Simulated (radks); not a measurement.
**Ionisation of V¹⁷⁺: one atom, several choices of relativity**

An exercise on one series of results from a longer session: the logs are not shown, and one member is left open.

Method: Kohn-Sham, PBE, spin-unpolarised, spherical densities. Code: radks (a radial shooting solver on a logarithmic mesh, Libxc functionals) version 1.

## Starting point

- element: vanadium (Z = 23)
- charge: +17
- electrons: 6
- configuration: [He] 2s2 2p2
- ion: V¹⁸⁺, [He] 2s2 2p1
- choices: non-relativistic; scalar-relativistic; Dirac, 2j+1 shares; Dirac, low j first; scalar-relativistic, finite nucleus; Dirac, 2j+1 shares, finite nucleus; Dirac, c × 0.75; Dirac, c × 100; Dirac, c × 2

Set-up of the first run:

The run's settings:

```text
Z 23
configuration [He] 2s2 2p2 3s0 3p0
relativity non-relativistic
functional pbe,pbe
spin unpolarised
nucleus point
```

Among the steps run: non-relativistic: V¹⁷⁺.

One table of the session follows, with a row left open; its other results are not shown here.

It belongs to the step «non-relativistic: V¹⁷⁺». The radial density on a logarithmic grid:

| r (bohr) | 4πr²ρ (e/bohr) |
| --- | --- |
| 0.00271 | 0.6721 |
| 0.00379 | ? |
| 0.00526 | 2.254 |
| 0.00731 | 3.954 |
| 0.0101 | 6.686 |
| 0.0141 | 10.75 |
| 0.0195 | 16.10 |
| 0.0271 | 21.88 |
| 0.0380 | 26.05 |
| 0.0527 | 25.70 |
| 0.0732 | 20.30 |
| 0.102 | 13.85 |
| 0.141 | 12.28 |
| 0.196 | 14.93 |
| 0.272 | 13.79 |
| 0.380 | 6.715 |
| 0.528 | 1.424 |
| 0.733 | 0.09763 |

Estimate the missing values for r (bohr) = 0.00379.

Worked estimate for «4πr²ρ (e/bohr)». A straight line through the neighbours (0.00271, 0.6721) and (0.00526, 2.254) gives 0.6721 + (2.254 − 0.6721) × (0.00379 − 0.00271) / (0.00526 − 0.00271) = 1.342; a parabola fitted to 3 rows on both sides gives 1.270.

The run gave: 4πr²ρ (e/bohr): 1.252. In «4πr²ρ (e/bohr)» the line misses by +0.090 and the parabola by +0.018.

To keep in mind: Spin polarisation and multiplet splitting of open shells are left out at every level.
